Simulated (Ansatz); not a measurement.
# Ir2Ru5: the cost of one run

Program: Ansatz 0.2.0. Level of theory: DFT PBEsol, scalar-relativistic, plane waves, PAW. These are calculated values, not measurements.

### Step 1. The starting structure

The structure is hexagonal, space group P6_3/mmc (No. 194). The conventional cell has a = 5.401 Å, b = 5.401 Å, c = 4.270 Å, α = 90.00°, β = 90.00°, γ = 120.00°. Around Ru (site symmetry mm2) lie 8 Ru at 2.64 to 2.71 Å and 4 Ir at 2.65 to 2.70 Å. Around Ir (site symmetry -6m2) lie 12 Ru at 2.65 to 2.70 Å.

As a file:

```cif
data_structure
_symmetry_space_group_name_H-M 'P6_3/mmc'
_symmetry_Int_Tables_number 194
_cell_length_a 5.4012
_cell_length_b 5.4012
_cell_length_c 4.2697
_cell_angle_alpha 90.000
_cell_angle_beta 90.000
_cell_angle_gamma 120.000
_cell_volume 107.87
loop_
_atom_site_label
_atom_site_type_symbol
_atom_site_symmetry_multiplicity
_atom_site_Wyckoff_symbol
_atom_site_fract_x
_atom_site_fract_y
_atom_site_fract_z
_atom_site_occupancy
Ru1 Ru 6 h 0.16585 0.33170 0.25000 1
Ir1 Ir 2 d 0.33333 0.66667 0.75000 1
```

It goes back to an entry of the Materials Project, which need not be the stable form.

This cell was relaxed beforehand with the same method: volume 13.48 Å³/atom, gap on the mesh none (metal).

Its energy, with the smearing taken to zero, is -58497.5464 eV for the 8-atom cell on a 9×9×8 mesh; differences below count from it.

### Step 2. Cell: 3 of 18 Ru atoms taken out at random

From a supercell with 18 Ru sites, 3 are emptied at random; the cell stays neutral and all atoms are shaken by 0.02 Å.

The cell holds 15 Ru, 6 Ir: a = 6.885 Å, b = 6.885 Å, c = 6.885 Å, α = 85.59°, β = 85.59°, γ = 85.59°.

### Step 3. Relaxing on a coarse mesh

A cheap relaxation: coarse mesh, no symmetry, loose thresholds.

File input.yaml:

```yaml
crystal:
  lattice:
    - [2.7005873324, -4.67755447, -4.2697280549]
    - [-5.4011746648, 0.0, -4.2697280549]
    - [2.7005873324, 4.67755447, -4.2697280549]
  atoms:
    - { symbol: Ru, position: [0.4131101013, 0.5834080336, 0.7491132556] }
    - { symbol: Ru, position: [0.0822220864, 0.2503128082, 0.4168921109] }
    - { symbol: Ru, position: [0.7521248258, 0.913110472, 0.0828791842] }
    - { symbol: Ru, position: [0.2493343412, 0.4083293707, 0.0804689164] }
    - { symbol: Ru, position: [0.9126966339, 0.080214835, 0.7518888966] }
    - { symbol: Ru, position: [0.5828007412, 0.7499685145, 0.4194552157] }
    - { symbol: Ru, position: [0.0845073116, 0.7544581464, 0.9146109218] }
    - { symbol: Ru, position: [0.4177762413, 0.0798084809, 0.2520532934] }
    - { symbol: Ru, position: [0.2500126453, 0.0770553291, 0.9136362554] }
    - { symbol: Ru, position: [0.5812093145, 0.4153765444, 0.2477350686] }
    - { symbol: Ru, position: [0.4153127605, 0.2524427506, 0.5821837711] }
    - { symbol: Ru, position: [0.0832175938, 0.9191375201, 0.2461976792] }
    - { symbol: Ru, position: [0.5842348155, 0.9154360416, 0.7492907115] }
    - { symbol: Ru, position: [0.2503707479, 0.5809694107, 0.4209383498] }
    - { symbol: Ru, position: [0.9212759011, 0.251024005, 0.0789349428] }
    - { symbol: Ir, position: [0.0805832642, 0.4113463633, 0.7495733445] }
    - { symbol: Ir, position: [0.7475448291, 0.0846848316, 0.4163790504] }
    - { symbol: Ir, position: [0.4191531716, 0.7444538413, 0.0835317363] }
    - { symbol: Ir, position: [0.5834163355, 0.2527197637, 0.9144649245] }
    - { symbol: Ir, position: [0.2542531588, 0.9169749009, 0.5806758618] }
    - { symbol: Ir, position: [0.91926353, 0.5837166622, 0.251555089] }
  symmetry: { detect: false }
basis:
  ecutwfc: 420
kpoints:
  mp_grid: { grid: [2, 2, 2], shift: [0.5, 0.5, 0.5] }
hamiltonian:
  xc: pbesol
scf:
  occupations: { method: gaussian, width: 0.1 }
  lower_state_search: "off"
output:
  forces: true
  stress: true
  eigenvalues: true
relax:
  adjacent_minimum: "off"
  f_tol: 0.04
  max_steps: 50
  cell: { stress_tol: 0.3 }
```

Command:

```
> ansatz run input.yaml --threads 4 --pin off --max-ram 9216MiB --backend cpu --events-out ev --progress --plain --runs-dir out
```

What time and memory should one allow on 4 threads of Intel Xeon 6975P-C (Granite Rapids), shared host?

About 47 s, with a peak of 1.6 GiB.
